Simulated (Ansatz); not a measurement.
Geometry optimisation, Ansatz 0.2.0, DFT PBE, scalar-relativistic, plane waves, PAW.

input.yaml

```yaml
crystal:
  lattice:
    - [0.0, 5.43, 5.43]
    - [5.43, 0.0, 5.43]
    - [5.43, 5.43, 0.0]
  atoms:
    - { symbol: Si, position: [0.0, 0.0, 0.0] }
    - { symbol: Si, position: [0.125, 0.125, 0.125] }
    - { symbol: Si, position: [0.0, 0.0, 0.5] }
    - { symbol: Si, position: [0.125, 0.125, 0.625] }
    - { symbol: Si, position: [0.0, 0.5, 0.0] }
    - { symbol: Si, position: [0.125, 0.625, 0.125] }
    - { symbol: Si, position: [0.0, 0.5, 0.5] }
    - { symbol: Si, position: [0.125, 0.625, 0.625] }
    - { symbol: Si, position: [0.5, 0.0, 0.0] }
    - { symbol: Si, position: [0.625, 0.125, 0.125] }
    - { symbol: Si, position: [0.5, 0.0, 0.5] }
    - { symbol: Si, position: [0.625, 0.125, 0.625] }
    - { symbol: Si, position: [0.5, 0.5, 0.0] }
    - { symbol: Si, position: [0.625, 0.625, 0.125] }
    - { symbol: Si, position: [0.5, 0.5, 0.5] }
    - { symbol: Si, position: [0.625, 0.625, 0.625] }
    - { symbol: Si, position: [0.37109621, -0.12884178, 0.37950936] }
basis:
  ecutwfc: 420.0
kpoints:
  mp_grid: { grid: [2, 2, 2] }
hamiltonian:
  xc: pbe
  pseudopotentials: { kind: paw, azcp: { folder: soft_1 } }
scf:
  occupations: { method: fermi_dirac, width: 0.02 }
  lower_state_search: "off"
relax:
  f_tol: 0.03
  max_steps: 60
  adjacent_minimum: "off"
output:
  write_density: true
  write_potential: true
  elf: true
  volumetric_format: npy
```

Command:

```bash
$ ansatz run input.yaml --threads 1 --pin off --max-ram 3072MiB --backend cpu --events-out ev --progress --plain --runs-dir out
```

Q: Where does it end, and by what steps?

A: It converged. The force dipped under the threshold on the way, but the program's further checks kept it going. After 3 steps the energy has fallen by 0.129 eV; Si17 moved furthest, 0.05 Å.

```tsv
step	energy less start (eV)	largest force component (eV/Å)	accepted
0	0.0000	0.616	yes
1	-0.1152	0.205	yes
2	-0.1290	0.018	yes
3	-0.1290	0.018	yes
```

```xyz
17
Lattice="0.0000 5.4300 5.4300 5.4300 0.0000 5.4300 5.4300 5.4300 0.0000" Properties=species:S:1:pos:R:3
Si -0.004 0.005 -0.010
Si 1.355 1.326 1.355
Si 2.734 2.697 -0.025
Si 4.105 4.075 1.355
Si 2.722 0.006 2.713
Si 4.073 1.358 4.067
Si 5.424 2.709 2.713
Si 6.788 4.073 4.031
Si -0.027 2.688 2.740
Si 1.358 4.072 4.101
Si 2.742 5.457 2.738
Si 4.072 6.787 4.080
Si 2.720 2.711 5.420
Si 4.041 4.070 6.785
Si 5.412 5.449 5.404
Si 6.790 6.820 6.785
Si 1.357 4.072 1.364
```

Whether the end is a true minimum wasn't checked by a vibrational analysis.

Time of the run: 28 s on 1 thread of Arm Neoverse V1 (shared host), peak memory 0.5 GiB.
